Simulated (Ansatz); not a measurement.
# BPd4: the cost of one run

Program: Ansatz 0.2.0. Level of theory: DFT PBE, scalar-relativistic, plane waves, PAW. These are calculated values, not measurements.

**1. The starting structure**

It takes space group Pmm2 (No. 25, orthorhombic). Conventional cell: a = 2.892 Å, b = 4.365 Å, c = 5.856 Å, α = 90.00°, β = 90.00°, γ = 90.00°. B (site symmetry mm2) is surrounded by 5 Pd at 1.96 to 2.18 Å. Pd (site symmetry mm2) is surrounded by 2 B at 2.18 Å. Pd (site symmetry mm2) has 10 Pd at 2.73 to 3.07 Å as nearest neighbours. Around Pd (site symmetry mm2) lie 2 B at 2.03 Å. Around Pd (site symmetry mm2) lie 1 B at 1.96 Å.

Structure file:

```cif
data_structure
_symmetry_space_group_name_H-M 'Pmm2'
_symmetry_Int_Tables_number 25
_cell_length_a 2.8920
_cell_length_b 4.3650
_cell_length_c 5.8563
_cell_angle_alpha 90.000
_cell_angle_beta 90.000
_cell_angle_gamma 90.000
_cell_volume 73.93
loop_
_atom_site_label
_atom_site_type_symbol
_atom_site_symmetry_multiplicity
_atom_site_Wyckoff_symbol
_atom_site_fract_x
_atom_site_fract_y
_atom_site_fract_z
_atom_site_occupancy
B1 B 1 c 0.50000 0.00000 0.86323 1
Pd1 Pd 1 d 0.50000 0.50000 0.86756 1
Pd2 Pd 1 b 0.00000 0.50000 0.32916 1
Pd3 Pd 1 a 0.00000 0.00000 0.61947 1
Pd4 Pd 1 c 0.50000 0.00000 0.19758 1
```

The start is a polymorph listed in a database, not an invented cell.

**2. The guess as it stands, on a coarse mesh**

Input file input.yaml:

```yaml
crystal:
  lattice:
    - [2.89203, 0.0, 0.0]
    - [0.0, 4.36500788, 0.0]
    - [0.0, 0.0, 5.85631514]
  atoms:
    - { symbol: B, position: [0.5, 0.0, 0.86322701] }
    - { symbol: Pd, position: [0.5, 0.5, 0.86756098] }
    - { symbol: Pd, position: [0.0, 0.5, 0.329164] }
    - { symbol: Pd, position: [0.0, 0.0, 0.61947] }
    - { symbol: Pd, position: [0.5, 0.0, 0.197578] }
basis:
  ecutwfc: 420
kpoints:
  mp_grid: { grid: [6, 4, 4] }
hamiltonian:
  xc: pbe
scf:
  occupations: { method: gaussian, width: 0.1 }
  lower_state_search: "off"
output:
  forces: true
  stress: true
  eigenvalues: true
```

The run is started by

```console
$ ansatz run input.yaml --threads 1 --pin off --max-ram 2560MiB --backend cpu --events-out ev --progress --plain --runs-dir out
```

Q: Estimate wall time and peak memory on 1 thread of Arm Neoverse V2, shared host.

About 6.7 s, with a peak of 0.33 GiB.
